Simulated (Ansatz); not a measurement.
Task: a series of slab calculations of TaRu, space group P4/mmm, with Ansatz's Python interface. Give the script and its output. Settings (first run): r2SCAN, PAW, cutoff 571 eV, 6×5×1 k-points, cold smearing of 0.1 eV.

```xyz
2
Lattice="3.0530 0.0000 0.0000 0.0000 3.0530 0.0000 0.0000 0.0000 3.3890" Properties=species:S:1:pos:R:3 pbc="T T T"
Ta    1.5265    1.5265    1.6945
Ru    0.0000    0.0000    0.0000
```

`vacuum.py`
```python
# -*- coding: utf-8 -*-
"""Surface of TaRu against the width of the vacuum."""

import argparse

import ansatz as az
from ase import Atoms
from ase.build import surface
import numpy as np
import pandas as pd

parser = argparse.ArgumentParser(description="Surface of TaRu against the width of the vacuum.")
parser.add_argument("--kgrid", type=int, nargs=3, required=True, help="k-point sampling")
args = parser.parse_args()

atoms = Atoms(
    ["Ta", "Ru"],
    scaled_positions=[
        (0.5, 0.5, 0.5),
        (0.0, 0.0, 0.0),
    ],
    cell=[
        (3.053, 0.0, 0.0),
        (0.0, 3.053, 0.0),
        (0.0, 0.0, 3.389),
    ],
    pbc=True,
)
# the plane is named in the basis of this cell
rows = []
for value in [3.0, 4.0, 5.0, 6.5, 8.0]:
    slab = surface(atoms, (1, 0, 0), 3, vacuum=value)
    slab.pbc = True
    calculation = az.Crystal.from_ase(slab).calculation()
    calculation = calculation.functional(az.Functional.R2SCAN)
    calculation = calculation.basis(21 * az.Ha).occupations(az.OccupationsMethod.COLD)
    calculation = calculation.kpoints(*args.kgrid)
    calculation = calculation.electric_field(axis=3, dipole_correction=True)
    data = calculation.run(threads=1).report
    face = data["work_function"]
    rows.append((value, len(slab), data["free_energy_ev"], face["dipole_moment_e_ang"], face.get("phi_plus_ev"), face.get("phi_minus_ev")))

print(pd.DataFrame(rows, columns=["vacuum each side (A)", "atoms", "F (eV)", "dipole (e A)", "phi upper (eV)", "phi lower (eV)"]).round(4).to_string(index=False))
```

Output of `python vacuum.py --kgrid 6 5 1`:
```text
RunWarning: efield: at this solve's end the planar-averaged density reaches 5.54e-2 e/Å³ inside the ramp window [0.8766, 0.1234] (bound 1e-5 e/Å³); the window's nearer edge stands 1.32 Å from this solve's nearest atom along the axis. Its work functions, free [...]
 vacuum each side (A)  atoms      F (eV)  dipole (e A)  phi upper (eV)  phi lower (eV)
                  3.0      6 -47502.8599        0.0015          2.7475          3.5412
                  4.0      6 -47502.8025       -0.0272          4.1179          3.7813
                  5.0      6 -47502.7986       -0.0329          4.3473          3.7974
                  6.5      6 -47502.7982       -0.0335          4.3873          3.8020
                  8.0      6 -47502.7982       -0.0335          4.3880          3.8029
```
(Warnings from the package without file and line, shortened, repeats left out.)

What to keep in mind:
- Absolute energies stand on the zero of these potentials, so only differences at equal settings mean something. A total without «per atom» is that of the whole cell that was run.
- The density doesn't vanish in the vacuum (a short gap or a low cutoff), which blurs the vacuum level.
- For a metal this k-point mesh is coarse: on a finer one energies can move by several to tens of meV an atom and pressures by half a GPa or more, differences at one mesh by less.
- Spin-orbit coupling, which matters for elements this heavy, is left out.
- The structure is a deposited one; some such entries were measured under pressure or heat, so a shift against it needn't be the functional's error alone.
- The slabs are thin, unrelaxed cuts of the structure as given, on a modest mesh, so the surface energy isn't converged; Miller indices refer to the cell as typed, and unlike faces give only a mean.
- Run time: 2.2 min on 1 thread of Arm Neoverse V2, with other jobs on the host, peak memory 1 GiB.
